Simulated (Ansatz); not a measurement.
# CH2BNO: the cost of one run

Program: the Python package of Ansatz 0.2.0. Level of theory: Hartree-Fock/cc-pVDZ. These are calculated values, not measurements.

### Step 1. Starting point

Bond lengths: B1–N2 1.458 Å, N2–C3 1.266 Å, C3–O4 1.249 Å, B1–H5 1.218 Å, B1–H6 1.241 Å. Angles: B1–N2–C3 118.9°, N2–B1–H5 123.8°, N2–B1–H6 121.6°, H5–B1–H6 114.5°, N2–C3–O4 173.7°.

No structure file is read: the coordinates are typed or built in the script.

### Step 2. Script

File run_bend.py:

```python
"""Energy of CH2BNO against one bond angle."""

import ansatz
from ase import Atoms

atoms = Atoms(["B", "N", "C", "O", "H", "H"], positions=[
    (-0.3817, 0.891, -0.0634),
    (0.4035, -0.0554, 0.7204),
    (0.6022, -1.2165, 0.2564),
    (0.9311, -2.3429, -0.1725),
    (-0.8801, 0.6282, -1.1438),
    (-0.633, 2.0316, 0.3567),
])

# start the scan from a relaxed geometry
first = (
    ansatz.Crystal.molecule_from_ase(atoms).calculation()
    .basis(gaussian="cc-pVDZ")
    .functional("hf")
    .relax(force_tolerance=0.02, max_steps=80)  # relax until the tolerances are met
)
atoms.positions = first.run(threads=1).report["positions_ang"]

rows = []
for angle in [90, 100, 110, 120, 135, 150, 165, 179]:
    bent = atoms.copy()
    bent.set_angle(2, 1, 0, angle, indices=[0, 4, 5])
    model = (
        ansatz.Crystal.molecule_from_ase(bent).calculation()
        .basis(gaussian="cc-pVDZ")  # atom-centred Gaussian functions
        .functional("hf")
    )
    rows.append((angle, model.run(threads=1).report["free_energy_ev"]))
floor = min(e for _, e in rows)
for angle, e in rows:
    print(f"angle C2-N1-B0 = {angle:3d} deg   {1000 * (e - floor):9.1f} meV")
```

### Step 3. The run

Launch:

```bash
$ python run_bend.py
```

**Question.** How long does this script take on 1 thread of Arm Neoverse V2, shared host, and how much memory does it need?

About 18 s, with a peak of 0.21 GiB.
